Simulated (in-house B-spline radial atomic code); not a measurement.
**S²⁺: excited configurations**

Wanted: excitation energies of S²⁺ as differences of total energies (ΔSCF).

Method: non-relativistic wB97X, spin-polarised, spherical density, exact exchange averaged over the configuration, point nucleus, basis-set limit. Code: in-house B-spline radial atomic code version 1.

## (1) The system

| Property | Result |
| --- | --- |
| element | sulfur (Z = 16) |
| charge | +2 |
| electrons | 14 |
| configuration | [Ne] 3s2 3p2 |
| Hamiltonian | non-relativistic |
| nucleus | point |

The outer shells:

[Ne] 3s2 3p2
```
[Ne] core
3s [↑↓]
3p [↑ ][↑ ][  ]
```

Where spins are not typed, each open shell is filled with up spins first.

## (2) Reference run

The run's settings:

```ini
Z = 16
electrons = 14.0
configuration = [Ne] 3s2 3p2
hamiltonian = nr
method = wb97x
spin_polarised = True
exact_exchange = averaged over the configuration
```

Run with:

```sh
$ python run_scf.py task.json out
```

The settings of every run stand in task.json; they run in order.

## (3) [Ne] 3s2 3p1 3d1

Settings: those of step 2 with these lines changed.

```diff
@@ -2,3 +2,3 @@
 electrons = 14.0
-configuration = [Ne] 3s2 3p2
+configuration = [Ne] 3s2 3p1 3d1
 hamiltonian = nr
```

## (4) Run with [Ne] 3s2 3p1 4f1

Settings: those of step 3 with these lines changed.

```diff
@@ -2,3 +2,3 @@
 electrons = 14.0
-configuration = [Ne] 3s2 3p1 3d1
+configuration = [Ne] 3s2 3p1 4f1
 hamiltonian = nr
```

## (5) [Ne] 3s2 3p1 4d1

Settings: those of step 4 with these lines changed.

```diff
@@ -2,3 +2,3 @@
 electrons = 14.0
-configuration = [Ne] 3s2 3p1 4f1
+configuration = [Ne] 3s2 3p1 4d1
 hamiltonian = nr
```

## (6) Configuration [He] 2s2 2p5 3s2 3p2 4p1

Settings: those of step 5 with these lines changed.

```diff
@@ -2,3 +2,3 @@
 electrons = 14.0
-configuration = [Ne] 3s2 3p1 4d1
+configuration = [He] 2s2 2p5 3s2 3p2 4p1
 hamiltonian = nr
```

## (7) [Ne] 3s2 3p1 4s1

Settings: those of step 6 with these lines changed.

```diff
@@ -2,3 +2,3 @@
 electrons = 14.0
-configuration = [He] 2s2 2p5 3s2 3p2 4p1
+configuration = [Ne] 3s2 3p1 4s1
 hamiltonian = nr
```

Before running: How far above the reference does each configuration lie (order and size, in eV)?

The runs gave:

| net move | configuration | 2|M_S|+1 | energy above the reference (eV) | largest <r> (bohr) |
| --- | --- | --- | --- | --- |
| 3p → 3d | [Ne] 3s2 3p1 3d1 | 3 | 15.750 | 2.24 |
| 3p → 4s | [Ne] 3s2 3p1 4s1 | 3 | 18.396 | 3.79 |
| 3p → 4d | [Ne] 3s2 3p1 4d1 | 3 | 25.179 | 5.49 |
| 3p → 4f | [Ne] 3s2 3p1 4f1 | 3 | 27.087 | 5.91 |
| 2p → 4p | [He] 2s2 2p5 3s2 3p2 4p1 | 5 | 186.81 | 4.12 |

The lowest of them is 3p → 3d at 15.750 eV and the highest 2p → 4p at 186.81 eV. 1 of them lies more than 60 % above minus the reference's highest level (33.143 eV), in the range where a state can decay by emitting an electron. Two partly filled shells share a symmetry and can mix in the average, which may lower the energy, for: 2p → 4p. The reference has 2|M_S|+1 = 3; 1 of the configurations differ from it in spin. These are spherical averages at the typed spins, not spectroscopic levels.

Members of this set that are not shown: 2 did not converge.
